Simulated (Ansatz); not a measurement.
From input file to script: AlH3Se, SMILES [AlH2][SeH] in Ansatz 0.2.0.

```yaml
crystal:
  periodic: [false, false, false]
  atoms:
    - { symbol: Al, position_ang: [-0.5101, -0.5043, 0.0501] }
    - { symbol: Se, position_ang: [0.458, 1.7126, 0.0236] }
    - { symbol: H, position_ang: [-0.7695, -1.2472, 1.4013] }
    - { symbol: H, position_ang: [-0.9782, -1.1076, -1.3338] }
    - { symbol: H, position_ang: [1.8496, 1.0728, -0.1827] }
basis:
  gaussian:
    orbitals: def2-SVP
correlation:
  active_space:
    window:
      electrons: 4
      orbitals: 4
```

Script `cas_alh3se.py`:
```python
# -*- coding: utf-8 -*-
"""Active-space calculation on AlH3Se."""

import ansatz
from ase import Atoms

config = {
    "basis": "def2-SVP",
}

atoms = Atoms(["Al", "Se", "H", "H", "H"], positions=[
    [-0.5101, -0.5043, 0.0501],
    [0.458, 1.7126, 0.0236],
    [-0.7695, -1.2472, 1.4013],
    [-0.9782, -1.1076, -1.3338],
    [1.8496, 1.0728, -0.1827],
])
geometry = ansatz.Crystal.molecule_from_ase(atoms)

model = (
    geometry.calculation()
    .basis(gaussian=config["basis"])
    .correlation(active_electrons=4, active_orbitals=4)
)
for method in [None]:
    report = (model if method is None else model.correlation(method)).run(threads=1, pin="off").report
    space = report["configurations"]
    state = space["states"][0]
    print(method or "casscf", f"total {report['free_energy_ev'] / 27.211386246:.6f} Ha, active-space state {state['energy']['hartree']:.6f} Ha, mean field {report['reference_energy_ev'] / 27.211386246:.6f} Ha")
    print("  determinants", state["n_determinants"], " natural occupations", [round(n, 3) for n in space["natural_occupations"]])
print("effectively unpaired electrons, sum of min(n, 2 - n):", round(sum(min(n, 2 - n) for n in space["natural_occupations"]), 3))
```

Running `python cas_alh3se.py` prints:
```text
casscf total -2643.182520 Ha, active-space state -2643.182520 Ha, mean field -2643.150720 Ha
  determinants 36  natural occupations [1.978, 1.965, 0.035, 0.022]
effectively unpaired electrons, sum of min(n, 2 - n): 0.114
```

Caveats:
- Total energies depend on the basis set; only differences at equal settings carry meaning.
- The geometry is a force-field or estimated start, not a minimum of this method, and the basis set is short of its limit. The active space starts as a window about the frontier orbitals and is then optimised, not chosen by chemistry.
- Run time: 3.4 s on 1 thread of Arm Neoverse V2, on a shared host, peak memory 0.2 GiB.

(Lines on the test bed's own set-up are left out of the output.)
